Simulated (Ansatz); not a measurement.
# BH₄NSn: small, medium and large basis sets

One table from this session's results is given with a row withheld; the runs are named, their logs left out.

Method: one geometry, several basis sets; program: Ansatz 0.2.0, Gaussian basis.

Levels to be run: PBE0-D4/def2-SVP; ωB97M-V/def2-SVP; PBE0-D4/def2-QZVPP; ωB97M-V/def2-QZVPP; the functionals' def2-TZVPP values are taken from earlier runs.

1 further run of the same task is left out (for a known fault of the program).

### The geometry

All runs share one geometry, relaxed beforehand with PBE0-D4 in a triple-zeta def2 set. Sn takes the def2 core potential; no spin-orbit term is included.

SMILES `[BH]1[NH][SnH2]1`, 7 atoms, charge 0, spin multiplicity 1.

Atoms are counted from 1 here; the program's logs count them from 0.

Bond lengths: B1–N2 1.332 Å, B1–Sn3 2.246 Å, B1–H4 1.187 Å, N2–Sn3 2.173 Å, N2–H5 1.008 Å, Sn3–H6 1.717 Å, Sn3–H7 1.717 Å. Angles: N2–B1–Sn3 69.5°, N2–B1–H4 146.2°, Sn3–B1–H4 144.2°, B1–N2–Sn3 75.4°, B1–N2–H5 135.7°, Sn3–N2–H5 148.9°, B1–Sn3–N2 35.0°, B1–Sn3–H6 121.2°, B1–Sn3–H7 121.2°, N2–Sn3–H6 104.3°, N2–Sn3–H7 104.3°, H6–Sn3–H7 105.9°.

Set-up of the first run:

The input, in.yaml:

```yaml
crystal:
  periodic: [false, false, false]
  atoms:
    - {symbol: B, position_ang: [-1.000840, -0.723169, -0.314780]}
    - {symbol: N, position_ang: [-0.249542, 0.182344, -0.939251]}
    - {symbol: Sn, position_ang: [0.612959, 0.035023, 1.050286]}
    - {symbol: H, position_ang: [-1.924642, -1.464561, -0.395575]}
    - {symbol: H, position_ang: [-0.234540, 0.597739, -1.857867]}
    - {symbol: H, position_ang: [0.593128, 1.647347, 1.641580]}
    - {symbol: H, position_ang: [2.264777, -0.342623, 0.770007]}
basis:
  gaussian: {orbitals: def2-SVP}
hamiltonian: {xc: pbe0, dispersion: d4}
output: {orbitals: {seedname: orbitals}}
```

On the command line:

```bash
ansatz run in.yaml --threads 2 --pin off --events-out ev --progress --plain --max-ram 4352MiB
```

Steps of the session up to this table: PBE0-D4 in def2-SVP; ωB97M-V in def2-SVP; PBE0-D4 in def2-QZVPP; ωB97M-V in def2-QZVPP.

One of the session's tables, all rows but one given; the rest of the session is left out.

It belongs to the step «Density functionals: the series». 

| functional | basis | HOMO (eV) |
| --- | --- | --- |
| PBE0-D4 | def2-SVP | -6.50 |
| PBE0-D4 | def2-TZVPP | -6.57 |
| PBE0-D4 | def2-QZVPP | -6.58 |
| ωB97M-V | def2-SVP | ? |
| ωB97M-V | def2-TZVPP | -8.55 |
| ωB97M-V | def2-QZVPP | -8.56 |

Estimate the missing values for ωB97M-V, def2-SVP.

As computed: HOMO (eV): -8.45. In the column «HOMO (eV)» it lies between ωB97M-V, def2-TZVPP (-8.55) and PBE0-D4, def2-QZVPP (-6.58).
